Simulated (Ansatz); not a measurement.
# GeH5 (doublet): from Hartree-Fock to the top rungs at distance Ge1–H5 along a hydrogen transfer = 1.579 Å, cc-pVTZ

An exercise on one series of results from a longer session: the logs are not shown, and one member is left open.

Method: cc-pVTZ, core rule «outside noble gas», up to 14 orbitals frozen; program: Ansatz 0.2.0, Gaussian basis.

The runs, in order: UHF; CCSD(T) on ROHF; CCSD(T) on UHF; BCCD(T) on ROHF; CISD; CCSDT(Q) on ROHF; CCSDT(Q) on UHF; CASSCF and NEVPT2, 3 electrons in 3 orbitals; CASSCF and NEVPT2, 9 electrons in 9 orbitals.

### The system

The geometry derives from fragments relaxed apart (PBE0/def2-TZVP) and kept rigid, so it is no stationary point. A hydrogen atom is moved between rigid fragments. No spin-orbit coupling is included. The filled d shell of Ge may be among the frozen orbitals whatever the setting's name suggests; the logs give the count.

6 atoms, charge 0, spin multiplicity 2.

Atoms are counted from 1 here; the program's logs count them from 0.

Bond lengths: Ge1–H2 1.534 Å, Ge1–H3 1.534 Å, Ge1–H4 1.534 Å, Ge1–H5 1.579 Å. Angles: H2–Ge1–H3 109.5°, H2–Ge1–H4 109.5°, H2–Ge1–H5 109.5°, H3–Ge1–H4 109.5°, H3–Ge1–H5 109.5°, H4–Ge1–H5 109.5°.

Coordinates:

```
atom    x (Å)    y (Å)    z (Å)
 Ge1  -0.0343   0.0000   0.0000
  H2  -0.5457   1.4466   0.0000
  H3  -0.5457  -0.7233   1.2528
  H4  -0.5457  -0.7233  -1.2528
  H5   1.5447   0.0000   0.0000
  H6   2.5607   0.0000   0.0000
```

Set-up of the first run:

Contents of in.yaml:

```yaml
crystal:
  periodic: [false, false, false]
  atoms:
    - {symbol: Ge, position_ang: [-0.034251, 0.000000, 0.000000]}
    - {symbol: H, position_ang: [-0.545701, 1.446599, 0.000000]}
    - {symbol: H, position_ang: [-0.545701, -0.723300, 1.252791]}
    - {symbol: H, position_ang: [-0.545701, -0.723299, -1.252792]}
    - {symbol: H, position_ang: [1.544749, 0.000000, 0.000000]}
    - {symbol: H, position_ang: [2.560749, 0.000000, 0.000000]}
basis:
  gaussian: {orbitals: cc-pVTZ}
magnetization: {spin_polarized: true, initial_magnetization: 1}
hamiltonian: {xc: hf}
output: {orbitals: {seedname: orbitals}}
```

Command:

```
ansatz run in.yaml --threads 1 --pin off --events-out ev --progress --plain --max-ram 5632MiB --backend cpu
```

Among the steps run: UHF; CCSD(T) on ROHF; CCSD(T) on UHF; BCCD(T) on ROHF; CISD; CCSDT(Q) on ROHF; CCSDT(Q) on UHF; CASSCF and NEVPT2, 3 electrons in 3 orbitals; CASSCF and NEVPT2, 9 electrons in 9 orbitals.

One of the session's tables, all rows but one given; the rest of the session is left out.

| method | from UCCSDT(Q) (kcal/mol) |
| --- | --- |
| ROHF | +121.67 |
| UHF | +117.76 |
| RMP2 | +23.51 |
| UMP2 | +23.62 |
| CISD | +10.52 |
| RCCSD | +3.48 |
| UCCSD | +3.36 |
| RCCSD(T) | +0.63 |
| UCCSD(T) | +0.61 |
| BCCD(T) | +0.62 |
| RCCSDT | +0.12 |
| UCCSDT | +0.08 |
| RCCSDT(Q) | +0.05 |
| UCCSDT(Q) | 0 |
| CASSCF pair | +109.44 |
| NEVPT2 pair | ? |
| CASSCF valence | +80.85 |
| NEVPT2 valence | +22.20 |

**Question.** Estimate the row for NEVPT2 pair.

**Answer.** from UCCSDT(Q) (kcal/mol): +23.34. In the column «from UCCSDT(Q) (kcal/mol)» it lies between NEVPT2 valence (+22.20) and RMP2 (+23.51).

Caveats from the session: Restricted and unrestricted rows rest on different reference determinants; where their highest levels disagree by more than a few hundredths of an eV, they describe different states and don't form one ladder.
